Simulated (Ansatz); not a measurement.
**CH4Cl2Si: up Jacob's ladder to CCSD(T)**

The task here is to estimate one member of a computed series from the others.

Method: functionals in def2-TZVPP, the program's frozen cores in correlated methods; program: Ansatz 0.2.0, Gaussian basis.

The runs, in order: LDA (SPW92), PBE-D4, revPBE-D4, BLYP-D4, r2SCAN-D4, B97M-V, PBE0-D4, B3LYP-D4, r2SCANh-D4, r2SCAN0-D4, HSE06-D4, BHLYP-D4, CAM-B3LYP-D4, LC-ωPBE, ωB97X-V, ωB97M-V, B2PLYP, PBE-QIDH; CCSD(T)/def2-SVP; CCSD(T)/def2-TZVPP; MP2/def2-QZVPP; extrapolation to the limit; RPA on PBE.

## The geometry

All runs share one geometry, relaxed beforehand with PBE0-D4 in a triple-zeta def2 set.

8 atoms, charge 0, spin multiplicity 1.

Atoms are counted from 1 here; the program's logs count them from 0.

Bond lengths: Cl1–C2 1.787 Å, C2–Si3 1.873 Å, C2–H5 1.090 Å, C2–H6 1.090 Å, Si3–Cl4 2.058 Å, Si3–H7 1.479 Å, Si3–H8 1.479 Å. Angles: Cl1–C2–Si3 106.4°, Cl1–C2–H5 108.1°, Cl1–C2–H6 108.1°, Si3–C2–H5 112.5°, Si3–C2–H6 112.5°, H5–C2–H6 108.9°, C2–Si3–Cl4 108.5°, C2–Si3–H7 109.9°, C2–Si3–H8 109.9°, Cl4–Si3–H7 108.5°, Cl4–Si3–H8 108.5°, H7–Si3–H8 111.4°.

Set-up of the first run:

in.yaml reads:

```yaml
crystal:
  periodic: [false, false, false]
  atoms:
    - {symbol: Cl, position_ang: [-1.657564, 1.497262, -0.153719]}
    - {symbol: C, position_ang: [0.041688, 0.948375, -0.208052]}
    - {symbol: Si, position_ang: [0.016682, -0.885307, 0.174600]}
    - {symbol: Cl, position_ang: [1.950836, -1.588185, 0.128936]}
    - {symbol: H, position_ang: [0.606421, 1.521046, 0.527330]}
    - {symbol: H, position_ang: [0.435376, 1.162637, -1.201413]}
    - {symbol: H, position_ang: [-0.532796, -1.109545, 1.528989]}
    - {symbol: H, position_ang: [-0.768443, -1.603283, -0.852370]}
basis:
  gaussian: {orbitals: def2-TZVPP}
hamiltonian: {xc: lda}
output: {orbitals: {seedname: orbitals}}
```

Run with:

```console
> ansatz run in.yaml --threads 2 --pin off --events-out ev --progress --plain --max-ram 4352MiB
```

Steps of the session up to this table: LDA; PBE-D4 (GGA); revPBE-D4 (GGA); BLYP-D4 (GGA); r2SCAN-D4 (meta-GGA); B97M-V (meta-GGA); B3LYP-D4 (hybrid); r2SCANh-D4 (hybrid); r2SCAN0-D4 (hybrid); HSE06-D4 (hybrid); BHLYP-D4 (hybrid); CAM-B3LYP-D4 (range-separated); LC-ωPBE (range-separated); ωB97X-V (range-separated); ωB97M-V (range-separated); B2PLYP (double hybrid); PBE-QIDH (double hybrid).

One table of the session follows, with a row left open; its other results are not shown here.

It belongs to the step «Orbital energies across the functionals». 

| functional | HOMO (eV) | gap (eV) |
| --- | --- | --- |
| LDA (SPW92) | -7.16 | 5.78 |
| PBE-D4 | -7.03 | 5.90 |
| revPBE-D4 | -6.98 | 5.96 |
| BLYP-D4 | -6.89 | 5.91 |
| r2SCAN-D4 | -7.34 | 6.52 |
| B97M-V | -7.46 | 6.64 |
| PBE0-D4 | -8.37 | 8.26 |
| B3LYP-D4 | -8.13 | 7.79 |
| r2SCANh-D4 | ? | ? |
| r2SCAN0-D4 | -8.57 | 8.65 |
| HSE06-D4 | -7.97 | 7.47 |
| BHLYP-D4 | -9.60 | 10.53 |
| CAM-B3LYP-D4 | -9.74 | 10.74 |
| LC-ωPBE | -11.13 | 13.35 |
| ωB97X-V | -10.77 | 12.84 |
| ωB97M-V | -10.60 | 12.43 |

Q: Estimate the row for r2SCANh-D4 from the others.

Worked estimate for «HOMO (eV)». Against the share of exact exchange, r2SCAN-D4 (0, -7.34), r2SCAN0-D4 (0.25, -8.57) give a slope of -4.92 per unit share; at 0.1 the line stands at -7.83.

As computed: HOMO (eV): -7.83; gap (eV): 7.38. In «HOMO (eV)» the line misses by 0.00.
